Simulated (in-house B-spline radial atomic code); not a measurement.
# S⁸⁺: excited configurations in jj coupling

Wanted: excitation energies of S⁸⁺ as differences of total energies (ΔSCF).

Program: in-house B-spline radial atomic code version 1. Level of theory: Dirac-Hartree-Fock, average of configuration, Fermi nucleus, basis-set limit. These are calculated values, not measurements, unless marked.

## (1) The system

* element: sulfur (Z = 16)
* charge: +8
* electrons: 8
* configuration: 1s2 2s2 2p-2 2p+2
* Hamiltonian: Dirac-Coulomb
* nucleus: Fermi, rms radius 3.261 fm

In configurations, a minus sign after the shell means j = l − 1/2 and a plus sign j = l + 1/2; the count of electrons follows.

Input settings:

```ini
Z = 16
electrons = 8.0
configuration = 1s2 2s2 2p-2 2p+2
hamiltonian = dirac
method = hf
spin_polarised = False
nucleus = fermi
rms_radius = 3.2611
mass_number = 32
atomic_mass = 31.97207117354
speed_of_light = 137.035999084
```

This reference run was done before. Its total energy is -366.246345 hartree, and its levels are (the highest eight at most):

| orbital | occupation | energy (eV) | <r> (bohr) |
| --- | --- | --- | --- |
| 1s1/2 | 2 | -2750.31 | 0.09646 |
| 2s1/2 | 2 | -437.88 | 0.4503 |
| 2p3/2 | 2 | -387.07 | 0.4047 |
| 2p1/2 | 2 | -386.65 | 0.4036 |

## (2) 1s2 2s1 2p+4 4d-1

Input settings:

```ini
Z = 16
electrons = 8.0
configuration = 1s2 2s1 2p+4 4d-1
hamiltonian = dirac
method = hf
spin_polarised = False
nucleus = fermi
rms_radius = 3.2611
mass_number = 32
atomic_mass = 31.97207117354
speed_of_light = 137.035999084
```

## (3) 1s2 2s2 2p-1 2p+2 6p+1

Settings: those of step 2 with these lines changed.

```diff
@@ -2,3 +2,3 @@
 electrons = 8.0
-configuration = 1s2 2s1 2p+4 4d-1
+configuration = 1s2 2s2 2p-1 2p+2 6p+1
 hamiltonian = dirac
```

## (4) 1s2 2s2 2p-2 2p+1 6g+1

Settings: those of step 3 with these lines changed.

```diff
@@ -2,3 +2,3 @@
 electrons = 8.0
-configuration = 1s2 2s2 2p-1 2p+2 6p+1
+configuration = 1s2 2s2 2p-2 2p+1 6g+1
 hamiltonian = dirac
```

## (5) Run with 1s2 2s1 2p-1 2p+3 3p-1

Settings: those of step 4 with these lines changed.

```diff
@@ -2,3 +2,3 @@
 electrons = 8.0
-configuration = 1s2 2s2 2p-2 2p+1 6g+1
+configuration = 1s2 2s1 2p-1 2p+3 3p-1
 hamiltonian = dirac
```

## (6) 1s2 2s2 2p-1 2p+2 4s1

Settings: those of step 5 with these lines changed.

```diff
@@ -2,3 +2,3 @@
 electrons = 8.0
-configuration = 1s2 2s1 2p-1 2p+3 3p-1
+configuration = 1s2 2s2 2p-1 2p+2 4s1
 hamiltonian = dirac
```

## (7) Run with 1s2 2s1 2p+4 6f+1

Settings: those of step 6 with these lines changed.

```diff
@@ -2,3 +2,3 @@
 electrons = 8.0
-configuration = 1s2 2s2 2p-1 2p+2 4s1
+configuration = 1s2 2s1 2p+4 6f+1
 hamiltonian = dirac
```

## (8) Run with 1s2 2s1 2p-2 2p+2 6g-1

Settings: those of step 7 with these lines changed.

```diff
@@ -2,3 +2,3 @@
 electrons = 8.0
-configuration = 1s2 2s1 2p+4 6f+1
+configuration = 1s2 2s1 2p-2 2p+2 6g-1
 hamiltonian = dirac
```

## (9) Run with 1s2 2s2 2p+3 3p-1

Settings: those of step 8 with these lines changed.

```diff
@@ -2,3 +2,3 @@
 electrons = 8.0
-configuration = 1s2 2s1 2p-2 2p+2 6g-1
+configuration = 1s2 2s2 2p+3 3p-1
 hamiltonian = dirac
```

Q: How far above the reference does each configuration lie (order and size, in eV)?

As calculated:

| net move | configuration | energy above the reference (eV) | with Breit, QED, recoil (eV) | largest <r> (bohr) |
| --- | --- | --- | --- | --- |
| 2×2p1/2 → 2p3/2, 3p1/2 | 1s2 2s2 2p+3 3p-1 | 243.75 | 243.57 | 1.17 |
| 2p1/2, 2s → 2p3/2, 3p1/2 | 1s2 2s1 2p-1 2p+3 3p-1 | 290.88 | 290.67 | 1.18 |
| 2p1/2 → 4s | 1s2 2s2 2p-1 2p+2 4s1 | 301.20 | 301.05 | 2.22 |
| 2p1/2 → 6p3/2 | 1s2 2s2 2p-1 2p+2 6p+1 | 351.45 | 351.28 | 5.45 |
| 2p3/2 → 6g9/2 | 1s2 2s2 2p-2 2p+1 6g+1 | 354.38 | 354.31 | 4.89 |
| 2×2p1/2, 2s → 2×2p3/2, 4d3/2 | 1s2 2s1 2p+4 4d-1 | 370.30 | 370.02 | 2.25 |
| 2s → 6g7/2 | 1s2 2s1 2p-2 2p+2 6g-1 | 405.67 | 405.51 | 4.89 |
| 2×2p1/2, 2s → 2×2p3/2, 6f7/2 | 1s2 2s1 2p+4 6f+1 | 410.58 | 410.30 | 5.32 |

**Reading.** The lowest of them is 2×2p1/2 → 2p3/2, 3p1/2 at 243.75 eV and the highest 2×2p1/2, 2s → 2×2p3/2, 6f7/2 at 410.58 eV. 2 of them lie more than 2 % above the ionisation threshold that Koopmans' theorem gives (386.65 eV), where such states can decay by emitting an electron. Two partly filled shells share a symmetry and can mix in the average, which may lower the energy, for: 2p1/2, 2s → 2p3/2, 3p1/2; 2p1/2 → 6p3/2. These are averages over configurations, without correlation, not spectroscopic levels.
